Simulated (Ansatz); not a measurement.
# GaGeTe: the cost of one run

Program: Ansatz 0.2.0. Level of theory: DFT LDA, scalar-relativistic, plane waves, PAW. These are calculated values, not measurements.

### 1 Starting point

The structure is trigonal, space group R-3m (No. 166). Conventional cell: a = 4.072 Å, b = 4.072 Å, c = 36.015 Å, α = 90.00°, β = 90.00°, γ = 120.00°. Around Ga (site symmetry 3m) lie 1 Ge at 2.44 Å and 3 Te at 2.67 Å. Ge (site symmetry 3m) has 1 Ga at 2.44 Å and 3 Ge at 2.48 Å as nearest neighbours. Te (site symmetry 3m) is surrounded by 3 Ga at 2.67 Å.

As a file:

```cif
data_structure
_symmetry_space_group_name_H-M 'R-3m:H'
_symmetry_Int_Tables_number 166
_cell_length_a 4.0722
_cell_length_b 4.0722
_cell_length_c 36.0147
_cell_angle_alpha 90.000
_cell_angle_beta 90.000
_cell_angle_gamma 120.000
_cell_volume 517.20
loop_
_atom_site_label
_atom_site_type_symbol
_atom_site_symmetry_multiplicity
_atom_site_Wyckoff_symbol
_atom_site_fract_x
_atom_site_fract_y
_atom_site_fract_z
_atom_site_occupancy
Ga1 Ga 6 c 0.33333 0.66667 0.92126 1
Ge1 Ge 6 c 0.33333 0.66667 0.98890 1
Te1 Te 6 c 0.33333 0.66667 0.78030 1
```

The structure comes from the Materials Project (structure only).

(A quick probe on a coarse mesh, which set the mesh and smearing, is not shown.)

### 3 Full relaxation

Contents of input.yaml:

```yaml
crystal:
  lattice:
    - [2.0360825463, 1.1755328062, 12.0049082522]
    - [-2.0360825463, 1.1755328062, 12.0049082522]
    - [0.0, -2.3510656124, 12.0049082522]
  atoms:
    - { symbol: Ga, position: [0.25459297, 0.25459297, 0.25459297] }
    - { symbol: Ga, position: [0.74540703, 0.74540703, 0.74540703] }
    - { symbol: Ge, position: [0.32223687, 0.32223687, 0.32223687] }
    - { symbol: Ge, position: [0.67776313, 0.67776313, 0.67776313] }
    - { symbol: Te, position: [0.11363475, 0.11363475, 0.11363475] }
    - { symbol: Te, position: [0.88636525, 0.88636525, 0.88636525] }
basis:
  ecutwfc: 420
kpoints:
  mp_grid: { grid: [12, 12, 12] }
hamiltonian:
  xc: lda
scf:
  occupations: { method: gaussian, width: 0.01 }
output:
  forces: true
  stress: true
  eigenvalues: true
relax:
  adjacent_minimum: "off"
  f_tol: 0.005
  max_steps: 80
  cell: { stress_tol: 0.05 }
```

On the command line:

```console
ansatz run input.yaml --threads 2 --pin off --max-ram 5120MiB --backend cpu --events-out ev --progress --plain --runs-dir out
```

**Question.** How long does this run take on 2 threads of AMD EPYC 7R43 (Zen 3), shared host, and how much memory does it need?

About 6.9 min, with a peak of 1.4 GiB.
